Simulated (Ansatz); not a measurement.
# H₇NOSn (built from SMILES N.[OH][SnH3]): search for a transition state

Aim: find the saddle point of a four-centre ligand exchange that is to form Sn1–N7, O2–H6 and break Sn1–O2, H6–N7, prove it by its vibrations, and relax downhill on both sides to see what it joins.

Method: PBE0-D4, def2-SVP first, then def2-TZVP; program: Ansatz 0.2.0, Gaussian basis.

143 further runs of the same task are left out: 143 set aside as unsound or not needed.

**1. Starting geometry**

The guess: 10 atoms, charge 0, spin multiplicity 1.

Atoms are counted from 1 here; the program's logs count them from 0.

Bond lengths: Sn1–O2 2.406 Å, Sn1–H3 1.723 Å, Sn1–H4 1.665 Å, Sn1–H5 1.682 Å, Sn1–N7 2.244 Å, O2–H8 0.953 Å, H6–N7 1.195 Å, N7–H9 1.010 Å, N7–H10 1.010 Å. Angles: O2–Sn1–H3 154.4°, O2–Sn1–H4 81.5°, O2–Sn1–H5 89.6°, O2–Sn1–N7 62.1°, H3–Sn1–H4 106.5°, H3–Sn1–H5 104.8°, H3–Sn1–N7 92.7°, H4–Sn1–H5 123.3°, H4–Sn1–N7 112.1°, H5–Sn1–N7 112.2°, Sn1–O2–H8 124.9°, Sn1–N7–H6 81.6°, Sn1–N7–H9 120.1°, Sn1–N7–H10 118.2°, H6–N7–H9 113.6°, H6–N7–H10 112.5°, H9–N7–H10 108.4°.

Geometry (Å):

| atom | x (Å) | y (Å) | z (Å) |
| --- | --- | --- | --- |
| Sn1 | 1.06470 | 0.46960 | -0.14720 |
| O2 | -0.02490 | -1.39530 | 0.91230 |
| H3 | 1.16090 | 1.79730 | -1.24160 |
| H4 | 1.97860 | -0.75590 | -0.80780 |
| H5 | 1.36910 | 1.13600 | 1.36650 |
| H6 | -0.95350 | -0.74510 | 0.21130 |
| N7 | -1.12940 | 0.18300 | -0.52040 |
| H8 | -0.24720 | -1.44290 | 1.83780 |
| H9 | -1.79510 | 0.85620 | -0.16740 |
| H10 | -1.42320 | -0.10280 | -1.44360 |

Distances that are to change: Sn1–N7 2.24 Å, O2–H6 1.33 Å, Sn1–O2 2.41 Å, H6–N7 1.19 Å.

**2. Constrained relaxation of the guess**

The input, hold/in.yaml:

```yaml
crystal:
  periodic: [false, false, false]
  atoms:
    - {symbol: Sn, position_ang: [1.064700, 0.469600, -0.147200]}
    - {symbol: O, position_ang: [-0.024900, -1.395300, 0.912300]}
    - {symbol: H, position_ang: [1.160900, 1.797300, -1.241600]}
    - {symbol: H, position_ang: [1.978600, -0.755900, -0.807800]}
    - {symbol: H, position_ang: [1.369100, 1.136000, 1.366500]}
    - {symbol: H, position_ang: [-0.953500, -0.745100, 0.211300]}
    - {symbol: N, position_ang: [-1.129400, 0.183000, -0.520400]}
    - {symbol: H, position_ang: [-0.247200, -1.442900, 1.837800]}
    - {symbol: H, position_ang: [-1.795100, 0.856200, -0.167400]}
    - {symbol: H, position_ang: [-1.423200, -0.102800, -1.443600]}
basis:
  gaussian: {orbitals: def2-SVP}
hamiltonian: {xc: pbe0, dispersion: d4}
relax: {f_tol: 0.04, max_steps: 150, escape_saddle: false, constraints: [{distance: [0, 6]}, {distance: [1, 5]}, {distance: [0, 1]}, {distance: [5, 6]}]}
```

Run with:

```
ansatz run in.yaml --threads 4 --pin off --events-out ev --progress --plain --max-ram 9574MiB
```

After this run come: Force constants to start from; Saddle search in the small basis; Saddle search in triple zeta; Checking the order of the point; Relaxing after a step of 0.30 Å one way along the mode; Relaxing after a step of 0.30 Å the other way along the mode.

Q: Predict the outcome of this session. Wanted: imaginary mode; barrier from the start side; barrier from the end side; energy of the step; pairs that change; zero-point energy at the saddle.

**Answer**, as computed:

```
                       quantity                                                     value
                 imaginary mode                                                 912i cm⁻¹
    barrier from the start side                                             20.0 kcal/mol
      barrier from the end side                                             14.2 kcal/mol
             energy of the step                                             +5.8 kcal/mol
              pairs that change  Sn1–N7 formed, O2–H6 formed, Sn1–O2 broken, H6–N7 broken
zero-point energy at the saddle                                                  1.838 eV
```

**Reading.** The point has a single imaginary mode (912i cm⁻¹), as a transition state must. It joins the planned start and end. At PBE0-D4/def2-TZVP the electronic barrier is 20.0 kcal/mol, about 34 kT at 298 K, and the step runs 5.8 kcal/mol uphill. A step off the saddle overshot and began above it in energy, so the link to its end is likely but not proven. Lower complexes than these ends may exist.
